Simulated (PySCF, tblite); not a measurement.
**C₅H₉ClFSi radical: geometry, infrared bands and EPR parameters**

Wanted: the infrared bands and EPR parameters of C₅H₉ClFSi radical (`[CH2]/C=C(\[SiH3])[C@@H](Cl)CF`), by calculation.

Programs: tblite 0.8.0 and PySCF 2.14.0, with density-fitted response routines of our own. Each step states its level of theory. These are calculated values for one molecule in the gas phase, unless marked as measured. Atoms are numbered from 0 throughout.

## 1. Starting geometry

17 atoms, charge 0, multiplicity 2; geometry from: force field or distance geometry start.

Bonds of the start (Å): C0–C1 1.46, C1–C2 1.33, C2–Si3 1.85, C2–C4 1.47, C4–Cl5 1.77, C4–C6 1.47, C6–F7 1.41, C0–H8 1.12, C0–H9 1.11, C1–H10 1.08, Si3–H11 1.47, Si3–H12 1.51, Si3–H13 1.44, C4–H14 1.12, C6–H15 1.12, C6–H16 1.10.

## 2. Optimising the geometry with GFN2-xTB

Job settings and geometry (Å):

```
{"job": {"kind": "relax", "xc": "GFN2-xTB", "basis": "xTB"}, "charge": 0, "multiplicity": 2}
C     -1.908600     1.535600     0.062900
C     -0.516300     1.085600     0.065700
C     -0.224900    -0.205200    -0.092100
Si    -1.545400    -1.478800    -0.363300
C      1.171000    -0.661100    -0.076600
Cl     1.539100    -1.412800    -1.637500
C      2.207900     0.319100     0.285700
F      1.921000     0.752000     1.594800
H     -1.936400     2.438800    -0.602700
H     -2.195700     1.863700     1.087100
H      0.256000     1.823700     0.224600
H     -0.882600    -2.592400    -1.065000
H     -1.979900    -1.957800     0.997400
H     -2.655400    -0.998100    -1.153700
H      1.190900    -1.474100     0.691100
H      3.189200    -0.212200     0.347600
H      2.363200     1.186000    -0.376000
```

The run is started by

```bash
OMP_NUM_THREADS=1 python probes_run.py task.json out
```

This one command runs all jobs of the session in turn.

**Question.** This job is followed by: GFN2-xTB harmonic vibrations, gas phase; UKS B3LYP, pcH-1 on C Cl F H Si, non-relativistic, mean-field spin-orbit, GIAO. What will the session give for the following? strongest single infrared mode (GFN2-xTB); zero-point energy (GFN2-xTB); g(iso) (B3LYP); ⟨S²⟩; largest a(iso) (averaged by class); potential on the surface of density 0.002 e/bohr³, 1st and 99th percentile.

The runs gave:

| quantity | value |
| --- | --- |
| strongest single infrared mode (GFN2-xTB) | 800 cm⁻¹, 360 km/mol |
| zero-point energy (GFN2-xTB) | 74.2 kcal/mol |
| g(iso) (B3LYP) | 2.00263 |
| ⟨S²⟩ | 0.774 (exact 0.75) |
| largest a(iso) (averaged by class) | 13C on C2, 60.3 MHz |
| potential on the surface of density 0.002 e/bohr³, 1st and 99th percentile | -0.86 V and 1.07 V |

In words: Over 189 steps the energy fell by 1.601 eV; of the close pairs, C0–C1 changed most, 1.463 to 1.358 Å. All 45 modes are real, so the xTB geometry is a minimum. The strongest single mode, at 800 cm⁻¹, is carried by H11, H13, H12. GFN2-xTB is a fitted tight-binding method: band positions and strengths are rough. Its intensities can rank the bands wrongly. The largest spin populations lie on C2 (0.67 e), C0 (0.58 e). The isotropic g lies 0.3 ppt above the free-electron value. These values are for one conformer; the search (at its own cheap level) found 2 more, at 0.00, 1.60 kcal/mol (those within 0.05 may be mirror or relabelled copies), and measured spectra average over such forms.
